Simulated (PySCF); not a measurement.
# C2H6N2Si2: the cost of one run

Computed with PySCF 2.14.0, with density-fitted response routines of our own, on a single molecule in the gas phase. Atoms count from 0, in the outputs and in this text.

## (1) The starting structure

12 atoms, charge 0, multiplicity 1; geometry from: GFN2-xTB. The atoms were then displaced at random by about 0.01 Å, so the start is not that level's minimum.

Bonds of the start (Å): N0–C1 1.14, C1–C2 1.42, C2–N3 1.22, N3–Si4 1.74, Si4–Si5 2.33, C2–H6 1.12, Si4–H7 1.45, Si4–H8 1.44, Si5–H9 1.48, Si5–H10 1.47, Si5–H11 1.46.

## (2) Relaxing the molecule at PBE0-D3(BJ)/def2-SVP

Job settings and geometry (Å):

```
{"job": {"xc": "PBE0", "basis": "def2-SVP", "d3": "d3bj", "grid": 1, "shake": 0.01, "kind": "geom"}, "charge": 0, "multiplicity": 1}
N      2.682290     1.489910    -1.632900
C      2.363050     0.922650    -0.698300
C      1.952900     0.190010     0.443830
N      1.000400    -0.561520     0.516840
Si    -0.357540    -0.951130    -0.505780
Si    -2.094580     0.210940     0.520340
H      2.626720     0.312700     1.326680
H     -0.385560    -2.390370    -0.322080
H     -0.217300    -0.641220    -1.908300
H     -2.197560    -0.046870     1.970310
H     -3.365050    -0.220440    -0.071190
H     -1.968080     1.657060     0.351520
```

Run with:

```
$ OMP_NUM_THREADS=1 python probes_run.py task.json out
```

This one command runs all jobs of the session in turn.

Q: Estimate the wall time and peak memory of this first job on 1 thread of Arm Neoverse N1, shared host.

About 77 s, with a peak of 0.52 GiB.
